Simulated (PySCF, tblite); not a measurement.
# C₅HF₄OS radical: geometry, infrared bands and EPR parameters

Aim: predict the infrared bands and EPR parameters of C₅HF₄OS radical (`Fc1o[c]cc1SC(F)(F)F`).

The runs use tblite 0.8.0 and PySCF 2.14.0, with density-fitted response routines of our own; the level of theory stands in each step. All values are computed, except where a source is named. Atoms count from 0, in the outputs and in this text.

## Step 1: Starting geometry

12 atoms, charge 0, multiplicity 2; geometry from: force field or distance geometry start.

Bonds of the start (Å): F0–C1 1.34, C1–O2 1.38, O2–C3 1.37, C3–C4 1.37, C4–C5 1.42, C5–S6 1.74, S6–C7 1.79, C7–F8 1.36, C7–F9 1.35, C7–F10 1.36, C5–C1 1.37, C4–H11 1.08.

## Step 2: Geometry optimisation with GFN2-xTB

The job: settings as JSON, then the geometry in Å.

```
{"job": {"kind": "relax", "xc": "GFN2-xTB", "basis": "xTB"}, "charge": 0, "multiplicity": 2}
F      0.001300    -1.651000     0.965100
C      0.886800    -0.756700     0.507900
O      2.241600    -0.894500     0.705700
C      2.822100     0.194000     0.108600
C      1.863200     1.002100    -0.433300
C      0.607000     0.391200    -0.185200
S     -0.903800     1.080500    -0.711800
C     -2.123400    -0.082200    -0.118900
F     -3.371300     0.319700    -0.463800
F     -2.116100    -0.209800     1.228600
F     -1.962200    -1.318300    -0.663000
H      2.056000     1.924200    -0.965900
```

On the command line:

```
$ OMP_NUM_THREADS=1 python probes_run.py task.json out
```

This one command runs all jobs of the session in turn.

**Question.** This job is followed by: GFN2-xTB harmonic vibrations, gas phase; UKS B3LYP, pcH-1 on C F H O S, non-relativistic, mean-field spin-orbit, GIAO. Predict these results of the whole session: strongest single infrared mode (GFN2-xTB); zero-point energy (GFN2-xTB); g(iso) (B3LYP); ⟨S²⟩; largest a(iso) (averaged by class); potential on the surface of density 0.002 e/bohr³, 1st and 99th percentile.

The runs gave:

| quantity | value |
| --- | --- |
| strongest single infrared mode (GFN2-xTB) | 1003 cm⁻¹, 309 km/mol |
| zero-point energy (GFN2-xTB) | 32.8 kcal/mol |
| g(iso) (B3LYP) | 2.00229 |
| ⟨S²⟩ | 0.760 (exact 0.75) |
| largest a(iso) (averaged by class) | 13C on C3, 676.6 MHz |
| potential on the surface of density 0.002 e/bohr³, 1st and 99th percentile | -0.33 V and 1.26 V |

**Reading.** Over 134 steps the energy fell by 0.395 eV; of the close pairs, S6–C7 changed most, 1.786 to 1.847 Å. No mode is imaginary among the 30: a minimum at this level. The strongest single mode, at 1003 cm⁻¹, moves mainly C7. Unscaled tight-binding wavenumbers are off by several per cent, some by more. Its intensities can rank the bands wrongly. Most of the unpaired spin sits on C3 (0.98 e). The isotropic g lies 0.0 ppt below the free-electron value. The conformer search found further structures of the same energy, which may be mirror or relabelled copies of this one.
